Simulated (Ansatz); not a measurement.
# Pd (Palladium): the cost of one run

Method: DFT PBEsol, scalar-relativistic, plane waves, PAW, in Ansatz 0.2.0.

That is the level of the relaxation; later steps name their own.

1 further run of the same task is left out (set aside as unsound or not needed).

## 1. The starting structure

The structure is cubic, space group Fm-3m (No. 225). The conventional cell has a = 3.875 Å, b = 3.875 Å, c = 3.875 Å, α = 90.00°, β = 90.00°, γ = 90.00°. Pd (site symmetry m-3m) has 12 Pd at 2.74 Å as nearest neighbours.

Structure file:

```
Pd
1.0
     0.00000    1.93749    1.93749
     1.93749    0.00000    1.93749
     1.93749    1.93749    0.00000
Pd
1
Cartesian
  0.0000 0.0000 0.0000
```

It is the result of an earlier relaxation at this level (volume 14.55 Å³/atom; gap on the mesh: none (metal)).

## 2. The run at PBEsol

Input file input.yaml:

```yaml
crystal:
  lattice:
    - [0.0, 1.9374878943, 1.9374878943]
    - [1.9374878943, 0.0, 1.9374878943]
    - [1.9374878943, 1.9374878943, 0.0]
  atoms:
    - { symbol: Pd, position: [0.0, 0.0, 0.0] }
basis:
  ecutwfc: 420
kpoints:
  mp_grid: { grid: [18, 18, 18] }
  band_path:
    path:
      - [0.0, 0.0, 0.0]
      - [0.5, 0.0, 0.5]
      - [0.625, 0.25, 0.625]
      - [0.375, 0.375, 0.75]
      - [0.5, 0.5, 0.5]
      - [0.5, 0.25, 0.75]
      - [0.22222222, -0.5, -0.27777778]
      - [0.0, 0.0, 0.16666667]
    npoints: 1
hamiltonian:
  xc: pbesol
scf:
  occupations: { method: gaussian, width: 0.1 }
  n_extra_bands: 4
output:
  forces: true
  stress: true
  eigenvalues: true
  write_density: true
  write_potential: true
  elf: true
  volumetric_format: npy
```

On the command line:

```bash
> ansatz run input.yaml --threads 1 --pin off --max-ram 2560MiB --backend cpu --events-out ev --progress --plain --runs-dir out
```

Q: Estimate wall time and peak memory on 1 thread of Intel Xeon at 2.70GHz, shared host.

About 3.4 s, with a peak of 0.32 GiB.
